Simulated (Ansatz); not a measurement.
# F4H2W: the cost of one run

Program: Ansatz 0.2.0. Level of theory: RKS PBE/def2-SVP. These are calculated values, not measurements.

### Step 1. The system as given

Bond lengths: W1–H2 1.920 Å, W1–H3 1.920 Å, W1–F4 1.850 Å, W1–F5 1.850 Å, W1–F6 1.850 Å, W1–F7 1.850 Å. Angles (14 of 15 angles, heavy atoms first): F4–W1–F5 90.0°, F4–W1–F6 180.0°, F4–W1–F7 90.0°, F5–W1–F6 90.0°, F5–W1–F7 90.0°, F6–W1–F7 90.0°, H2–W1–F4 90.0°, H2–W1–F5 119.8°, H2–W1–F6 90.0°, H2–W1–F7 150.2°, H3–W1–F4 90.0°, H3–W1–F5 150.2°, H3–W1–F6 90.0°, H3–W1–F7 119.8°.

Structure file:

```xyz
7

W     0.0000    0.0000    0.0000
H     0.9528    0.0000    1.6669
H     1.6669    0.0000    0.9528
F     0.0000    1.8500    0.0000
F    -1.8500    0.0000    0.0000
F     0.0000   -1.8500    0.0000
F     0.0000    0.0000   -1.8500
```

### Step 2. A restrained relaxation towards end A

Springs on the bonds that form and break draw the guess towards this end; the thresholds are loose.

input.yaml

```yaml
crystal:
  periodic: [false, false, false]
  atoms:
    - { symbol: W, position_ang: [0.0, 0.0, 0.0] }
    - { symbol: H, position_ang: [0.9528, 0.0, 1.6669] }
    - { symbol: H, position_ang: [1.6669, 0.0, 0.9528] }
    - { symbol: F, position_ang: [0.0, 1.85, 0.0] }
    - { symbol: F, position_ang: [-1.85, 0.0, 0.0] }
    - { symbol: F, position_ang: [0.0, -1.85, 0.0] }
    - { symbol: F, position_ang: [0.0, 0.0, -1.85] }
basis:
  gaussian: { orbitals: def2-SVP }
hamiltonian:
  xc: pbe
relax:
  f_tol: 0.15
  max_steps: 25
  restrain:
    - { distance: [1, 2], at: 1.86, k: 30.0 }
    - { distance: [0, 1], at: 1.72, k: 30.0 }
    - { distance: [0, 2], at: 1.72, k: 30.0 }
output:
  orbitals: {}
```

On the command line:

```bash
$ ansatz run input.yaml --threads 2 --pin off --max-ram 3072MiB --backend cpu --events-out ev --progress --plain --runs-dir out
```

What time and memory should one allow on 2 threads of Arm Neoverse V2, shared host?

About 22 s, with a peak of 0.19 GiB.
